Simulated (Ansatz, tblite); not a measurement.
**Sn(OH)4 (SnH4O4): rung by rung**

How do method and basis change the picture of Sn(OH)4 (SnH4O4) (singlet)?

Computed with Ansatz 0.2.0, Gaussian basis. Level: as each input shows.

Plan: GFN1-xTB, GFN2-xTB, PBE-D4/def2-TZVP, r2SCAN-D4/def2-TZVP, CAM-B3LYP-D4/def2-TZVP, ωB97M-V/def2-TZVP, HSE06-D4/def2-TZVP, r2SCAN0-D4/def2-TZVP, B97M-V/def2-TZVP, BHLYP-D4/def2-TZVP, ωB97X-V/def2-TZVP, PBE-D4/def2-SVP, PBE0-D4/def2-SVP, PBE0-D4/def2-TZVPD, PBE-D4/def2-TZVPD, r2SCAN-D4/def2-TZVPD, CCSD(T)/def2-TZVP, RPA/def2-TZVP.

2 further runs of the same task are left out: 2 set aside as unsound or not needed. Runs told in other sessions of the task aren't counted.

**1. The geometry**

The geometry is that of the singlet, from an earlier relaxation (r2SCAN-D4/def2-SVP).

9 atoms, charge 0, spin multiplicity 1.

Bond lengths: Sn1–O2 1.974 Å, Sn1–O4 1.974 Å, Sn1–O6 1.974 Å, Sn1–O8 1.974 Å, O2–H3 0.969 Å, O4–H5 0.969 Å, O6–H7 0.969 Å, O8–H9 0.969 Å. Angles: O2–Sn1–O4 105.7°, O2–Sn1–O6 105.7°, O2–Sn1–O8 117.3°, O4–Sn1–O6 117.3°, O4–Sn1–O8 105.7°, O6–Sn1–O8 105.8°, Sn1–O2–H3 110.1°, Sn1–O4–H5 110.1°, Sn1–O6–H7 110.1°, Sn1–O8–H9 110.1°.

Geometry (Å):

```
Sn   -0.0005    0.0003   -0.0002
O     0.0022    0.1061    1.9709
H    -0.7960    0.5604    2.2807
O     1.8977   -0.1012   -0.5323
H     2.4518    0.3478    0.1242
O    -1.0305    1.5665   -0.6190
H    -1.4274    1.3830   -1.4840
O    -0.8691   -1.5713   -0.8202
H    -0.2284   -2.2917   -0.9202
```

Sn takes a core potential in the def2 sets. No spin-orbit coupling is included.

PBE0-D4/def2-TZVP was run before; its log isn't repeated, and its numbers join the tables.

**2. GFN1-xTB**

Tight binding, by tblite at 300 K electronic temperature and without a spin-polarisation term:

```python
tblite.interface.Calculator('GFN1-xTB', numbers, positions, charge=0, uhf=0).singlepoint()
```

Energy -637.0851 eV, HOMO -14.12 eV, LUMO -9.85 eV; 0.004 s.

**3. GFN2-xTB**

Tight binding, by tblite at 300 K electronic temperature and without a spin-polarisation term:

```python
tblite.interface.Calculator('GFN2-xTB', numbers, positions, charge=0, uhf=0).singlepoint()
```

Energy -555.0033 eV, HOMO -12.78 eV, LUMO -8.46 eV; 0.003 s.

**4. PBE-D4/def2-TZVP**

start.molden holds the orbitals of an earlier run on this state, given as this run's starting guess.

Contents of in.yaml:

```yaml
crystal:
  periodic: [false, false, false]
  atoms:
    - {symbol: Sn, position_ang: [-0.000467, 0.000344, -0.000210]}
    - {symbol: O, position_ang: [0.002177, 0.106121, 1.970925]}
    - {symbol: H, position_ang: [-0.796000, 0.560417, 2.280712]}
    - {symbol: O, position_ang: [1.897749, -0.101162, -0.532276]}
    - {symbol: H, position_ang: [2.451801, 0.347769, 0.124170]}
    - {symbol: O, position_ang: [-1.030477, 1.566495, -0.618999]}
    - {symbol: H, position_ang: [-1.427379, 1.382997, -1.483992]}
    - {symbol: O, position_ang: [-0.869051, -1.571321, -0.820150]}
    - {symbol: H, position_ang: [-0.228353, -2.291671, -0.920171]}
basis:
  gaussian: {orbitals: def2-TZVP, initial_orbitals: start.molden}
hamiltonian: {xc: pbe, dispersion: d4}
scf: {omitted_lower_state_checks: [starts]}
output: {forces: true, orbitals: {seedname: orbitals}}
```

Run with:

```
$ ansatz run in.yaml --threads 4 --pin off --events-out ev --progress --plain --max-ram 3916MiB
```

Further steps of the session: r2SCAN-D4/def2-TZVP; CAM-B3LYP-D4/def2-TZVP; ωB97M-V/def2-TZVP; HSE06-D4/def2-TZVP; r2SCAN0-D4/def2-TZVP; B97M-V/def2-TZVP; BHLYP-D4/def2-TZVP; ωB97X-V/def2-TZVP; PBE-D4/def2-SVP; PBE0-D4/def2-SVP; PBE0-D4/def2-TZVPD; PBE-D4/def2-TZVPD; r2SCAN-D4/def2-TZVPD; CCSD(T)/def2-TZVP; RPA/def2-TZVP.

Before running them: what should the planned runs give, taken together? Wanted: gap in def2-TZVP, named functionals, smallest and largest; correlation energy, CCSD(T)/def2-TZVP; binding an atom, CCSD(T)/def2-TZVP; PBE0 total energy, smallest basis above largest.

The runs gave:

```
                                                 quantity                                 value
gap in def2-TZVP, named functionals, smallest and largest  4.49 eV (PBE-D4), 11.87 eV (ωB97X-V)
                    correlation energy, CCSD(T)/def2-TZVP                             -36.08 eV
                       binding an atom, CCSD(T)/def2-TZVP                              3.473 eV
          PBE0 total energy, smallest basis above largest       11.29 eV (def2-SVP, def2-TZVPD)
```

What this shows: Orbital gaps of the named functionals in def2-TZVP span 4.49 eV (PBE-D4) to 11.87 eV (ωB97X-V); exact exchange widens it. The functionals in def2-TZVP miss CCSD(T)/def2-TZVP by -0.125 (BHLYP-D4) to +0.229 eV (PBE-D4) an atom. CCSD(T)/def2-TZVP isn't at the basis-set limit; small misses against it rank nothing.
